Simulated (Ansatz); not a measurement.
# AlCl3GeH4O: the cost of one run

Program: Ansatz 0.2.0. Level of theory: RKS PBE0/def2-SVP. These are calculated values, not measurements.

## Step 1: Starting point

Bond lengths: Ge1–Cl3 2.220 Å, Ge1–Cl4 2.218 Å, Ge1–Cl5 2.218 Å, Ge1–O6 2.070 Å, Cl5–Al7 2.482 Å, O6–Al7 1.780 Å, Al7–H8 1.560 Å, Al7–H9 1.560 Å. Angles: Cl3–Ge1–Cl4 109.5°, Cl3–Ge1–Cl5 109.5°, Cl3–Ge1–O6 178.9°, Cl4–Ge1–Cl5 109.5°, Cl4–Ge1–O6 70.0°, Cl5–Ge1–O6 70.0°, Ge1–Cl5–Al7 93.1°, Ge1–O6–Al7 125.0°, Cl5–Al7–O6 68.3°, Cl5–Al7–H8 56.2°, Cl5–Al7–H9 157.7°, O6–Al7–H8 120.0°, O6–Al7–H9 120.0°, H8–Al7–H9 120.0°.

As a file:

```xyz
10

Ge    0.0000    0.0000    0.0000
H     0.0000    0.0000    1.9000
Cl    2.0935    0.0000   -0.7393
Cl   -1.0456    1.8115   -0.7393
Cl   -1.0456   -1.8115   -0.7393
O    -1.9644    0.0000    0.6527
Al   -3.2781   -0.9643   -0.0632
H    -3.0090   -2.4314   -0.5204
H    -4.6987   -0.3425   -0.2335
H    -0.9937    0.0000    1.8011
```

## Step 2: A restrained relaxation towards end A

Springs on the bonds that form and break draw the guess towards this end; the thresholds are loose.

File input.yaml:

```yaml
crystal:
  periodic: [false, false, false]
  atoms:
    - { symbol: Ge, position_ang: [0.0, 0.0, 0.0] }
    - { symbol: H, position_ang: [0.0, 0.0, 1.9] }
    - { symbol: Cl, position_ang: [2.0935, 0.0, -0.7393] }
    - { symbol: Cl, position_ang: [-1.0456, 1.8115, -0.7393] }
    - { symbol: Cl, position_ang: [-1.0456, -1.8115, -0.7393] }
    - { symbol: O, position_ang: [-1.9644, 0.0, 0.6527] }
    - { symbol: Al, position_ang: [-3.2781, -0.9643, -0.0632] }
    - { symbol: H, position_ang: [-3.009, -2.4314, -0.5204] }
    - { symbol: H, position_ang: [-4.6987, -0.3425, -0.2335] }
    - { symbol: H, position_ang: [-0.9937, 0.0, 1.8011] }
basis:
  gaussian: { orbitals: def2-SVP }
hamiltonian:
  xc: pbe0
relax:
  f_tol: 0.15
  max_steps: 25
  restrain:
    - { distance: [0, 5], at: 2.97, k: 30.0 }
    - { distance: [9, 1], at: 1.86, k: 30.0 }
    - { distance: [0, 1], at: 1.55, k: 30.0 }
    - { distance: [9, 5], at: 1.01, k: 30.0 }
output:
  orbitals: {}
```

Run with:

```bash
> ansatz run input.yaml --threads 4 --pin off --max-ram 5120MiB --backend cpu --events-out ev --progress --plain --runs-dir out
```

What time and memory should one allow on 4 threads of Arm Neoverse V2, shared host?

About 43 s, with a peak of 0.42 GiB.
